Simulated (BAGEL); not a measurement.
**GeHBr (SMILES [GeH][Br]): HF/6-31G(d) (density fitting with qzvpp-jkfit, spherical functions)**

Aim: the vertical singlet–triplet gap of GeHBr at HF/6-31G* (density fitting with qzvpp-jkfit, spherical functions), from 2 runs. 

The calculation is run with BAGEL 1.2.2.

## (1) The structure to begin with

GeHBr: 3 atoms, total charge 0, spin state singlet. As SMILES, `[GeH][Br]`. Geometry: relaxed at PBE0-D4/def2-TZVP.

Bond lengths: Ge1–Br2 2.339 Å, Ge1–H3 1.598 Å. Angles: Br2–Ge1–H3 93.3°.

## (2) A single-point energy at HF/6-31G(d) (density fitting with qzvpp-jkfit, spherical functions)

File hf.json:

```json
{ "bagel": [

{
  "title": "molecule",
  "basis": "6-31gs.json",
  "df_basis": "qzvpp-jkfit",
  "angstrom": true,
  "geometry": [
    { "atom": "Ge", "xyz": [    0.359400,   -0.859900,    0.094000 ] },
    { "atom": "Br", "xyz": [    0.673600,    1.417200,    0.525900 ] },
    { "atom": "H", "xyz": [   -1.044000,   -0.622200,   -0.633200 ] }
  ]
},
{ "title": "hf" },
{ "title": "print", "file": "orbitals.molden", "orbitals": true }

]}
```

The basis set 6-31G* is read from a file made from the Basis Set Exchange's data (not shown).

Launch:

```bash
BAGEL_NUM_THREADS=1 BAGEL hf.json > hf.out
```

What it wrote:

```text
* using 1 threads per process

  ===============================================================
  ===============================================================

  *** Geometry ***

  { "atom" : "Ge", "xyz" : [      0.679168,     -1.624975,      0.177634 ] },
  { "atom" : "Br", "xyz" : [      1.272920,      2.678120,      0.993807 ] },
  { "atom" : "H", "xyz" : [     -1.972874,     -1.175788,     -1.196575 ] },

  Number of auxiliary basis functions:      550

  Since a DF basis is specified, we compute 2- and 3-index integrals:
    o Being stored without compression. Storage requirement is 0.019 GB

  Number of basis functions:       66
  Number of electrons      :       68

    * METHOD: MOLECULE                             0.83

  *** RHF ***

  === Nuclear Repulsion ===
   270.3653676676

      * DIIS with orbital gradients will be used.

  === RHF iteration (6-31gs.json) ===
      0      -4647.74173093          0.00635964           0.18
      1      -4647.77146116          0.00383872           0.17
      2      -4647.77735905          0.00070113           0.17
      3      -4647.77795691          0.00024895           0.16
      4      -4647.77805965          0.00008566           0.14
      5      -4647.77806875          0.00003726           0.14
      6      -4647.77807076          0.00001435           0.14
      7      -4647.77807110          0.00000339           0.13
      8      -4647.77807112          0.00000098           0.14
      9      -4647.77807112          0.00000033           0.15
     10      -4647.77807112          0.00000009           0.15
     11      -4647.77807112          0.00000003           0.15
     12      -4647.77807112          0.00000001           0.13
     13      -4647.77807112          0.00000000           0.14
    * SCF iteration converged.

    * Permanent dipole moment:
           (    0.224351,     0.856911,     0.219591) a.u.

    * METHOD: HF                                   2.74

    * METHOD: PRINT                                0.01

  ===============================================================
```

Run time: 4.2 s. Hardware: 1 thread of Intel Xeon at 2.50GHz (Skylake/Cascade Lake), shared host.

## (3) The triplet, same level

File calc.json:

```json
{ "bagel" : [

{
  "title" : "molecule",
  "basis" : "6-31gs.json",
  "df_basis" : "qzvpp-jkfit",
  "angstrom" : true,
  "geometry" : [
    { "atom" : "Ge", "xyz" : [    0.359400,   -0.859900,    0.094000 ] },
    { "atom" : "Br", "xyz" : [    0.673600,    1.417200,    0.525900 ] },
    { "atom" : "H", "xyz" : [   -1.044000,   -0.622200,   -0.633200 ] }
  ]
},
{
  "title" : "uhf",
  "nopen" : 2
},
{
  "title" : "print",
  "file" : "orbitals.molden",
  "orbitals" : true
}

]}
```

The basis set 6-31G* is read from a file made from the Basis Set Exchange's data (not shown).

Launch:

```bash
BAGEL_NUM_THREADS=1 BAGEL calc.json > calc.out
```

What it wrote:

```text
* using 1 threads per process

  ===============================================================
  ===============================================================

  *** Geometry ***

  { "atom" : "Ge", "xyz" : [      0.679168,     -1.624975,      0.177634 ] },
  { "atom" : "Br", "xyz" : [      1.272920,      2.678120,      0.993807 ] },
  { "atom" : "H", "xyz" : [     -1.972874,     -1.175788,     -1.196575 ] },

  Number of auxiliary basis functions:      550

  Since a DF basis is specified, we compute 2- and 3-index integrals:
    o Being stored without compression. Storage requirement is 0.019 GB

  Number of basis functions:       66
  Number of electrons      :       68

    * METHOD: MOLECULE                             0.82

  *** Open-shell HF ***

  === Nuclear Repulsion ===
   270.3653676676

      * DIIS with orbital gradients will be used.

  === UHF iteration (6-31gs.json) ===
      0      -4647.67931665          0.01200927           0.34
      1      -4647.71845326          0.00741013           0.30
      2      -4647.72664608          0.00464909           0.30
      3      -4647.72891120          0.00105056           0.30
      4      -4647.72991812          0.00058871           0.29
      5      -4647.73024367          0.00026591           0.29
      6      -4647.73034730          0.00013216           0.29
      7      -4647.73038600          0.00006607           0.29
      8      -4647.73040251          0.00003421           0.29
      9      -4647.73040753          0.00002023           0.29
     10      -4647.73040897          0.00000835           0.30
     11      -4647.73040915          0.00000401           0.29
     12      -4647.73040922          0.00000220           0.29
     13      -4647.73040924          0.00000127           0.31
     14      -4647.73040925          0.00000072           0.32
     15      -4647.73040925          0.00000034           0.33
     16      -4647.73040925          0.00000026           0.33
     17      -4647.73040925          0.00000020           0.27
     18      -4647.73040925          0.00000011           0.32
     19      -4647.73040925          0.00000005           0.32
     20      -4647.73040925          0.00000003           0.32
     21      -4647.73040925          0.00000002           0.32
     22      -4647.73040925          0.00000001           0.31
     23      -4647.73040925          0.00000001           0.31
    * SCF iteration converged.

    * S^2 (UHF) is 2.0122

    * Permanent dipole moment:
           (    0.070806,     1.027575,     0.156733) a.u.

    * METHOD: UHF                                  8.01

    * METHOD: PRINT                                0.01

  ===============================================================
```

It took 9.6 s on 1 thread of Intel Xeon at 2.50GHz (Skylake/Cascade Lake), shared host.

## (4) What came out

Level: HF/6-31G* (density fitting with qzvpp-jkfit, spherical functions).

```
                                        quantity           value
                           singlet: total energy  -4647.77807 Eh
                          singlet: dipole moment          2.32 D
                            singlet: HOMO energy        -9.51 eV
                            singlet: LUMO energy        -0.17 eV
                          singlet: HOMO–LUMO gap         9.34 eV
                           triplet: total energy  -4647.73041 Eh
                          triplet: dipole moment          2.65 D
                                   triplet: ⟨S²⟩           2.012
vertical energy of the triplet above the singlet        1.297 eV
```

What this shows: At this shape the triplet lies 1.30 eV (30 kcal/mol) above the singlet.
